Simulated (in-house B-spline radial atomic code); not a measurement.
**Ga⁹⁺: ionisation energy by several methods**

Aim: the ionisation energy of Ga⁹⁺ by several methods, each as the difference of two self-consistent energies (Ga⁹⁺ and the next ion, [Ar] 3d3).

The numbers are computed with in-house B-spline radial atomic code version 1 (Dirac-Coulomb, several functionals; spherical all-electron atom at the radial basis limit), except any that are marked as measured or tabulated.

### 1 The atom as given

```
element       : gallium (Z = 31)
charge        : +9
electrons     : 22
configuration : [Ar] 3d4
nucleus       : Fermi, rms radius 3.997 fm
```

Outer shells as boxes (Hund's rule):

[Ar] 3d4
```
[Ar] core
3d [↑ ][↑ ][↑ ][↑ ][  ]
```

The boxes only draw the filling; these runs are spin-restricted and spherical.

### 2 PBE, a GGA

Input settings:

```ini
Z = 31
electrons = 22.0
configuration = [Ar] 3d4
hamiltonian = dirac
method = pbe,pbe
spin_polarised = False
nucleus = fermi
rms_radius = 3.9973
mass_number = 69
atomic_mass = 68.925573528
speed_of_light = 137.035999084
```

Main fields of the result record, rounded:

```text
{
  "status": "converged",
  "scf [iteration, energy, orbital gradient]": [
    [1, -1893.878858, 1.14],
    [2, -1909.16589096, 0.556],
    [3, -1912.3315919, 0.172],
    [4, -1912.65725431, 0.0482],
    [5, -1912.67991647, 0.0221],
    [6, -1912.6863073, 0.000789],
    [7, -1912.68631351, 1.18e-05],
    [8, -1912.68631351, 2.82e-07]
  ],
  "energy [hartree]": {"total": -1912.68631351, "kinetic": 1951.83384044, "nuclear": -4429.72552423, "coulomb": 633.326357144, "xc": -68.1209868538},
  "breit [hartree]": {"gaunt": 0.9391645, "retardation": -0.08690516, "frequency_dependence": -0.00318104},
  "qed [hartree]": {"self_energy": 0.6297302, "uehling": -0.05902657, "wichmann_kroll": 0.0005039555},
  "recoil [hartree]": 0.01149704,
  "total_with_corrections [hartree]": -1911.25453053,
  "orbitals [hartree, bohr; first row names the columns]": [
    ["name", "occ", "eps", "<r>", "<r^2>", "<1/r>", "r_max", "density_at_nucleus", "small_component", "breit_shift", "self_energy", "hyperfine_A/g_I (MHz)"],
    ["1s1/2", 2.0, -384.31784, 0.048606, 0.0031793, 31.299, 0.031783, 12451.0, 0.012547, 0.54063, 0.27681, 7902100.0],
    ["2s1/2", 2.0, -55.017641, 0.21731, 0.055736, 6.8915, 0.18249, 1242.1, 0.0024179, 0.054358, 0.029487, 779280.0],
    ["2p1/2", 2.0, -49.692146, 0.18811, 0.043435, 6.8463, 0.14455, 10.145, 0.0024026, 0.083175, -0.00056455, 237020.0],
    ["2p3/2", 4.0, -48.676013, 0.19159, 0.044925, 6.672, 0.14743, "-", 0.0023576, 0.061796, 0.0016232, 43314.0],
    ["3s1/2", 2.0, -13.134858, 0.61129, 0.4273, 2.3465, 0.54831, 214.99, 0.00062814, 0.0092878, 0.0052463, 134690.0],
    ["3p1/2", 2.0, -11.37638, 0.61285, 0.43595, 2.2517, 0.53914, 1.82, 0.00059021, 0.013086, -2.7741e-05, 37863.0],
    ["3p3/2", 4.0, -11.215039, 0.62043, 0.44654, 2.2126, 0.54609, "-", 0.00057995, 0.0095537, 0.00031873, 6920.4],
    ["3d3/2", 1.6, -8.2772653, 0.60538, 0.43748, 2.027, 0.4782, "-", 0.00049635, 0.0055013, -3.7995e-05, 2726.6],
    ["3d5/2", 2.4, -8.2505166, 0.60766, 0.44058, 2.0177, 0.4801, "-", 0.00049368, 0.0038482, 4.657e-05, 1152.5]
  ],
  "sum_r [bohr^k]": {"-1": 142.8947, "1": 9.031382, "2": 5.654387},
  "density_at_nucleus [bohr^-3]": 27840.09,
  "radius_at_0.001 [bohr]": 1.796,
  "radius_enclosing [bohr]": {"0.5": 0.3528, "0.9": 0.8079, "0.99": 1.215},
  "slater [hartree]": {
    "F0(3p1/2,3p1/2)": 1.4696,
    "F0(3p1/2,3p3/2)": 1.4605,
    "G2(3p1/2,3p3/2)": 0.73703,
    "F0(3p1/2,3d3/2)": 1.4767,
    "G1(3p1/2,3d3/2)": 0.85541,
    "F0(3p1/2,3d5/2)": 1.4741,
    "G3(3p1/2,3d5/2)": 0.54041,
    "F0(3p3/2,3p3/2)": 1.4515,
    "F2(3p3/2,3p3/2)": 0.73377,
    "F0(3p3/2,3d3/2)": 1.4669,
    "F2(3p3/2,3d3/2)": 0.71473,
    "G1(3p3/2,3d3/2)": 0.84323,
    "G3(3p3/2,3d3/2)": 0.53431,
    "F0(3p3/2,3d5/2)": 1.4643,
    "F2(3p3/2,3d5/2)": 0.71435,
    "G1(3p3/2,3d5/2)": 0.84401,
    "G3(3p3/2,3d5/2)": 0.53478,
    "F0(3d3/2,3d3/2)": 1.5016,
    "F2(3d3/2,3d3/2)": 0.742,
    "F0(3d3/2,3d5/2)": 1.4987,
    "F2(3d3/2,3d5/2)": 0.74092,
    "G2(3d3/2,3d5/2)": 0.73963,
    "G4(3d3/2,3d5/2)": 0.47061,
    "F0(3d5/2,3d5/2)": 1.4959,
    "F2(3d5/2,3d5/2)": 0.73986,
    "F4(3d5/2,3d5/2)": 0.47078
  },
  "ionisation_energy [hartree]": 8.90789376,
  "ionisation_energy_with_corrections [hartree]": 8.90785889
}
```

It took 1.1 s on 1 thread, shared host.

The run also solves the next ion with the same method; the record keeps the difference, ionisation_energy. radius_at_0.001 is where the density falls to 0.001 electrons per bohr³.

Radial density 4πr²n(r) and radial functions P(r) = rR(r):

```tsv
r (bohr)	4πr²n	3p3/2	3d5/2
0.00306	2.283	0.0034	0.0000
0.00432	4.134	0.0066	0.0000
0.00610	7.251	0.0127	0.0001
0.00862	12.17	0.0242	0.0003
0.0122	19.19	0.0457	0.0008
0.0172	27.56	0.0838	0.0020
0.0243	35.13	0.1492	0.0053
0.0343	38.22	0.2535	0.0135
0.0485	35.15	0.4047	0.0333
0.0685	31.02	0.5868	0.0779
0.0968	34.77	0.7373	0.1706
0.137	43.35	0.7240	0.3433
0.193	39.17	0.3937	0.6119
0.273	23.09	-0.2916	0.9505
0.386	19.42	-1.0519	1.2314
0.545	22.70	-1.3911	1.2713
0.770	13.26	-1.0856	0.9833
1.09	2.924	-0.4952	0.5214
1.54	0.2062	-0.1176	0.1667
2.17	0.003491	-0.0116	0.0258
```

On the record's full grid the radial density has clear maxima near r = 0.034, 0.16, 0.55 bohr.

X-ray form factor of the spherical density:

```tsv
sinθ/λ (1/Å)	f (electrons)
0	22.000
0.1	21.590
0.2	20.431
0.3	18.717
0.4	16.704
0.6	12.718
0.8	9.692
1	7.801
1.4	5.968
1.8	4.851
2.5	3.153
4	1.484
6	0.996
```

### 3 LDA (VWN5)

Settings: those of step 2 with these lines changed.

```diff
@@ -4,3 +4,3 @@
 hamiltonian = dirac
-method = pbe,pbe
+method = lda,vwn
 spin_polarised = False
```

Result record:

```text
{
  "status": "converged",
  "iterations": 8,
  "energy [hartree]": {"total": -1909.77873685, "kinetic": 1948.13012281, "nuclear": -4425.80590043, "coulomb": 633.06029945, "xc": -65.1632586744},
  "breit [hartree]": {"gaunt": 0.936898, "retardation": -0.08686628, "frequency_dependence": -0.003171922},
  "qed [hartree]": {"self_energy": 0.6271737, "uehling": -0.05878062, "wichmann_kroll": 0.0005019311},
  "recoil [hartree]": 0.01147144,
  "total_with_corrections [hartree]": -1908.35151064,
  "orbitals [hartree, bohr; first row names the columns]": [
    ["name", "occ", "eps", "<r>"],
    ["1s1/2", 2.0, -383.61413, 0.048675],
    ["2s1/2", 2.0, -54.9363, 0.21771],
    ["2p1/2", 2.0, -49.667726, 0.18829],
    ["2p3/2", 4.0, -48.653878, 0.19178],
    ["3s1/2", 2.0, -13.105332, 0.61235],
    ["3p1/2", 2.0, -11.368013, 0.61318],
    ["3p3/2", 4.0, -11.205964, 0.62086],
    ["3d3/2", 1.6, -8.2889105, 0.6046],
    ["3d5/2", 2.4, -8.2620231, 0.60688]
  ],
  "sum_r [bohr^k]": {"-1": 142.7683, "1": 9.034831, "2": 5.659271},
  "ionisation_energy [hartree]": 8.91980876,
  "ionisation_energy_with_corrections [hartree]": 8.91977849
}
```

It took 1.4 s on 1 thread, shared host.

### 4 BP86, a GGA

Settings: those of step 3 with these lines changed.

```diff
@@ -4,3 +4,3 @@
 hamiltonian = dirac
-method = lda,vwn
+method = b88,p86
 spin_polarised = False
```

Result record:

```text
{
  "status": "converged",
  "iterations": 8,
  "energy [hartree]": {"total": -1913.22776224, "kinetic": 1952.43122875, "nuclear": -4430.47792565, "coulomb": 633.495578767, "xc": -68.6766441143},
  "breit [hartree]": {"gaunt": 0.9395656, "retardation": -0.08694789, "frequency_dependence": -0.003183371},
  "qed [hartree]": {"self_energy": 0.6299764, "uehling": -0.05905008, "wichmann_kroll": 0.0005041492},
  "recoil [hartree]": 0.01149975,
  "total_with_corrections [hartree]": -1911.79539767,
  "orbitals [hartree, bohr; first row names the columns]": [
    ["name", "occ", "eps", "<r>"],
    ["1s1/2", 2.0, -384.42964, 0.0486],
    ["2s1/2", 2.0, -55.033136, 0.21729],
    ["2p1/2", 2.0, -49.706268, 0.18809],
    ["2p3/2", 4.0, -48.689593, 0.19157],
    ["3s1/2", 2.0, -13.138272, 0.61122],
    ["3p1/2", 2.0, -11.380065, 0.61265],
    ["3p3/2", 4.0, -11.218546, 0.62021],
    ["3d3/2", 1.6, -8.2806971, 0.60466],
    ["3d5/2", 2.4, -8.2539007, 0.60692]
  ],
  "sum_r [bohr^k]": {"-1": 142.919, "1": 9.02688, "2": 5.646152},
  "ionisation_energy [hartree]": 8.91157429,
  "ionisation_energy_with_corrections [hartree]": 8.91154438
}
```

Wall time 1.1 s (1 thread, shared host).

### 5 LDA (PW92)

Settings: those of step 4 with these lines changed.

```diff
@@ -4,3 +4,3 @@
 hamiltonian = dirac
-method = b88,p86
+method = lda,pw
 spin_polarised = False
```

Result record:

```text
{
  "status": "converged",
  "iterations": 8,
  "energy [hartree]": {"total": -1909.76854461, "kinetic": 1948.12938755, "nuclear": -4425.80392184, "coulomb": 633.058970012, "xc": -65.1529803415},
  "breit [hartree]": {"gaunt": 0.9368982, "retardation": -0.08686628, "frequency_dependence": -0.003171925},
  "qed [hartree]": {"self_energy": 0.6271738, "uehling": -0.05878064, "wichmann_kroll": 0.0005019312},
  "recoil [hartree]": 0.01147136,
  "total_with_corrections [hartree]": -1908.34131817,
  "orbitals [hartree, bohr; first row names the columns]": [
    ["name", "occ", "eps", "<r>"],
    ["1s1/2", 2.0, -383.61388, 0.048675],
    ["2s1/2", 2.0, -54.935896, 0.21771],
    ["2p1/2", 2.0, -49.667336, 0.18829],
    ["2p3/2", 4.0, -48.653487, 0.19178],
    ["3s1/2", 2.0, -13.104869, 0.61235],
    ["3p1/2", 2.0, -11.367554, 0.61318],
    ["3p3/2", 4.0, -11.205506, 0.62086],
    ["3d3/2", 1.6, -8.2884557, 0.60461],
    ["3d5/2", 2.4, -8.2615686, 0.60689]
  ],
  "sum_r [bohr^k]": {"-1": 142.7682, "1": 9.034875, "2": 5.659351},
  "ionisation_energy [hartree]": 8.91934912,
  "ionisation_energy_with_corrections [hartree]": 8.91931885
}
```

It took 1 s on 1 thread, shared host.

### 6 OLYP, a GGA

Settings: those of step 5 with these lines changed.

```diff
@@ -4,3 +4,3 @@
 hamiltonian = dirac
-method = lda,pw
+method = optx,lyp
 spin_polarised = False
```

Result record:

```text
{
  "status": "converged",
  "iterations": 8,
  "energy [hartree]": {"total": -1913.42529809, "kinetic": 1952.56809363, "nuclear": -4431.04101234, "coulomb": 633.955478684, "xc": -68.9078580668},
  "breit [hartree]": {"gaunt": 0.9394811, "retardation": -0.08697636, "frequency_dependence": -0.003181492},
  "qed [hartree]": {"self_energy": 0.6291985, "uehling": -0.05897439, "wichmann_kroll": 0.0005035439},
  "recoil [hartree]": 0.0114989,
  "total_with_corrections [hartree]": -1911.99374829,
  "orbitals [hartree, bohr; first row names the columns]": [
    ["name", "occ", "eps", "<r>"],
    ["1s1/2", 2.0, -384.2962, 0.048614],
    ["2s1/2", 2.0, -55.095474, 0.21722],
    ["2p1/2", 2.0, -49.777275, 0.18803],
    ["2p3/2", 4.0, -48.760996, 0.1915],
    ["3s1/2", 2.0, -13.171665, 0.61042],
    ["3p1/2", 2.0, -11.410652, 0.61183],
    ["3p3/2", 4.0, -11.249097, 0.61935],
    ["3d3/2", 1.6, -8.3085077, 0.60407],
    ["3d5/2", 2.4, -8.2816057, 0.60635]
  ],
  "sum_r [bohr^k]": {"-1": 142.9371, "1": 9.017354, "2": 5.634553},
  "ionisation_energy [hartree]": 8.93981595,
  "ionisation_energy_with_corrections [hartree]": 8.93978589
}
```

Wall time 1.1 s (1 thread, shared host).

### 7 BLYP, a GGA

Settings: those of step 6 with these lines changed.

```diff
@@ -4,3 +4,3 @@
 hamiltonian = dirac
-method = optx,lyp
+method = b88,lyp
 spin_polarised = False
```

Result record:

```text
{
  "status": "converged",
  "iterations": 9,
  "energy [hartree]": {"total": -1913.07825101, "kinetic": 1952.26428601, "nuclear": -4430.19746351, "coulomb": 633.37009397, "xc": -68.5151674841},
  "breit [hartree]": {"gaunt": 0.9395983, "retardation": -0.08698365, "frequency_dependence": -0.003184403},
  "qed [hartree]": {"self_energy": 0.6298285, "uehling": -0.05903561, "wichmann_kroll": 0.0005040281},
  "recoil [hartree]": 0.0114972,
  "total_with_corrections [hartree]": -1911.6460266,
  "orbitals [hartree, bohr; first row names the columns]": [
    ["name", "occ", "eps", "<r>"],
    ["1s1/2", 2.0, -384.419, 0.048604],
    ["2s1/2", 2.0, -55.02442, 0.21734],
    ["2p1/2", 2.0, -49.707814, 0.1881],
    ["2p3/2", 4.0, -48.690843, 0.19158],
    ["3s1/2", 2.0, -13.121403, 0.61148],
    ["3p1/2", 2.0, -11.367927, 0.61293],
    ["3p3/2", 4.0, -11.206129, 0.62058],
    ["3d3/2", 1.6, -8.2741364, 0.60557],
    ["3d5/2", 2.4, -8.2473277, 0.60786]
  ],
  "sum_r [bohr^k]": {"-1": 142.9099, "1": 9.033317, "2": 5.66009},
  "ionisation_energy [hartree]": 8.90503736,
  "ionisation_energy_with_corrections [hartree]": 8.90499906
}
```

Run time: 1.1 s. Hardware: 1 thread, shared host.

### 8 Results

| method | rung | total energy (hartree) | ΔSCF (eV) | with Breit, QED, recoil (eV) | −ε highest (eV) | corrected ΔSCF less tabulated (eV) |
| --- | --- | --- | --- | --- | --- | --- |
| LDA (VWN5) | LDA | -1909.7787 | 242.72 | 242.72 | 224.82 (3d5/2) | -1.28 |
| LDA (PW92) | LDA | -1909.7685 | 242.71 | 242.71 | 224.81 (3d5/2) | -1.29 |
| PBE | GGA | -1912.6863 | 242.40 | 242.40 | 224.51 (3d5/2) | -1.60 |
| BP86 | GGA | -1913.2278 | 242.50 | 242.50 | 224.60 (3d5/2) | -1.50 |
| OLYP | GGA | -1913.4253 | 243.26 | 243.26 | 225.35 (3d5/2) | -0.74 |
| BLYP | GGA | -1913.0783 | 242.32 | 242.32 | 224.42 (3d5/2) | -1.68 |

The tabulated ionisation energy is 244 ± 2.5 eV (tabulated theoretical; NIST Atomic Spectra Database). OLYP comes nearest (-0.74 eV) and BLYP is farthest (-1.68 eV, 0.69 %). The table's own uncertainty is as large as these misses, so the order means little. PBE is off by -1.60 eV. Open shells are averaged (over orientations, and over spins where the run is restricted), while tables refer to the lowest levels. For the semilocal functionals minus the highest level recovers only 93 % of their own ΔSCF value, a mark of self-interaction.

Cost against accuracy (CPU time on one thread of a shared host; * marks runs that also wrote radial tables):

| method | CPU time | miss (eV) |
| --- | --- | --- |
| LDA (PW92) | 1 s | -1.29 |
| OLYP | 1.1 s | -0.74 |
| PBE* | 1.1 s | -1.60 |
| BP86* | 1.1 s | -1.50 |
| BLYP | 1.1 s | -1.68 |
| LDA (VWN5)* | 1.4 s | -1.28 |
